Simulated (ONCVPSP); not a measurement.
# An ONCV potential for arsenic, from input to tests

Aim: build the potential from the settings below, then test how well it stands in for the atom: other configurations, scattering, ghost states and the plane-wave cutoff that it needs.

Program: ONCVPSP 4.0.1.1 (patched build). Reference atom: PBE, scalar-relativistic, spherical and spin-unpolarised. All values are calculated.

## (1) Starting point

Typed settings, in words:

```json
{"element": "arsenic (As, Z = 33)", "type": "optimised norm-conserving Vanderbilt (ONCV)", "frozen core": "[Ne]", "valence charge": "23", "reference configuration": "3s2 3p6 3d10 4s1 4p4", "partial waves": "3s+4s: rc 0.90 bohr, ncon 4, nbas 7, qcut 11.8 1/bohr, 2 projectors; 3p+4p: rc 1.00 bohr, ncon 3, nbas 6, qcut 13.9 1/bohr, 2 projectors; 3d: rc 1.05 bohr, ncon 4, nbas 8, qcut 13.5 1/bohr, 1 projector", "local potential": "polynomial inside 0.65 bohr (lpopt 5, dvloc0 2 Ha)", "core correction": "polynomial model core, fcfact 0.5"}
```

The outer shells as boxes (Hund's rule for the drawing; the calculation is spin-unpolarised):

```
[Ne] core
3s [↑↓]
3p [↑↓][↑↓][↑↓]
3d [↑↓][↑↓][↑↓][↑↓][↑↓]
4s [↑ ]
4p [↑↓][↑ ][↑ ]
```

An earlier all-electron run gives the scale for the radii.

All-electron outer shells of the reference configuration (PBE, scalar-relativistic, ld1.x):

```json
{"shell": "2s", "level (eV)": "-1488.42", "outermost node (bohr)": "0.06", "outermost maximum (bohr)": "0.17"}
{"shell": "2p", "level (eV)": "-1305.32", "outermost node (bohr)": "–", "outermost maximum (bohr)": "0.14"}
{"shell": "3s", "level (eV)": "-192.01", "outermost node (bohr)": "0.25", "outermost maximum (bohr)": "0.52"}
{"shell": "3p", "level (eV)": "-135.37", "outermost node (bohr)": "0.22", "outermost maximum (bohr)": "0.52"}
{"shell": "3d", "level (eV)": "-42.30", "outermost node (bohr)": "–", "outermost maximum (bohr)": "0.47"}
{"shell": "4s", "level (eV)": "-15.37", "outermost node (bohr)": "0.73", "outermost maximum (bohr)": "1.61"}
{"shell": "4p", "level (eV)": "-5.84", "outermost node (bohr)": "0.78", "outermost maximum (bohr)": "1.95"}
```

## (2) Generating the potential

As.dat reads:

```
# ATOM AND REFERENCE CONFIGURATION
# atsym  z   nc   nv     iexc    psfile
  As 33.00    3    5        4      upf
#
#   n    l    f
    1    0    2.00
    2    0    2.00
    2    1    6.00
    3    0    2.00
    3    1    6.00
    3    2   10.00
    4    0    1.00
    4    1    4.00
#
# PSEUDOPOTENTIAL AND OPTIMIZATION
# lmax
    2
#
#   l,   rc,      ep,       ncon, nbas, qcut
    0    0.90    0.00    4    7   11.80
    1    1.00    0.00    3    6   13.90
    2    1.05    0.00    4    8   13.50
#
# LOCAL POTENTIAL
# lloc, lpopt,  rc(5),   dvloc0
    4    5    0.65    2.00
#
# VANDERBILT-KLEINMAN-BYLANDER PROJECTORs
# l, nproj, debl
    0    2    1.30
    1    2    2.20
    2    1    1.90
#
# MODEL CORE CHARGE
# icmod, fcfact, rcfact
    1    0.50    0.00
#
# LOG DERIVATIVE ANALYSIS
# epsh1, epsh2, depsh
   -9.00    5.00    0.04
#
# OUTPUT GRID
# rlmax, drl
    6.00    0.01
#
# TEST CONFIGURATIONS
# ncnf
    4
# nvcnf
#   n    l    f
    5
    3    0    2.00
    3    1    6.00
    3    2   10.00
    4    0    2.00
    4    1    3.00
#
    5
    3    0    2.00
    3    1    6.00
    3    2   10.00
    4    0    2.00
    4    1    2.00
#
    5
    3    0    2.00
    3    1    6.00
    3    2   10.00
    4    0    2.00
    4    1    1.00
#
    5
    3    0    2.00
    3    1    6.00
    3    2    9.00
    4    0    2.00
    4    1    4.00
#
```

The run is started by

```
$ oncvpsp.x < As.dat > As.out
```

Q: Predict the outcome of this session. Wanted: cutoffs for 1 and 0.1 mHa per electron, occupied waves; bound ghosts; GHOST(+) flags; largest test error; largest phase difference near zero energy, channels read; rms error of d²Exc/dn², without and with the model core.

As calculated:

| quantity | value |
| --- | --- |
| cutoffs for 1 and 0.1 mHa per electron, occupied waves | 83 Ha and 109 Ha |
| bound ghosts | none found |
| GHOST(+) flags | none at low energy |
| largest test error (AE − PS) | +142 meV, for 3s2 3p6 3d9 4s2 4p4 |
| largest phase difference near zero energy, channels read | 0.018 rad |
| rms error of d²Exc/dn², without and with the model core | 1.65 and 1.54 mHa |

What this shows: The worst unpolarised test, 3s2 3p6 3d9 4s2 4p4, is off by 142 meV on 30.7 eV; by total energies transferability rates as poor. The potential is very hard: the looser tolerance needs 83 Ha. At the looser tolerance the 3d wave is the slowest; 3p needs 64 Ha. The program's ghost test flags no bound state. Near zero energy the phases of the channels with partial waves agree within 0.018 rad.
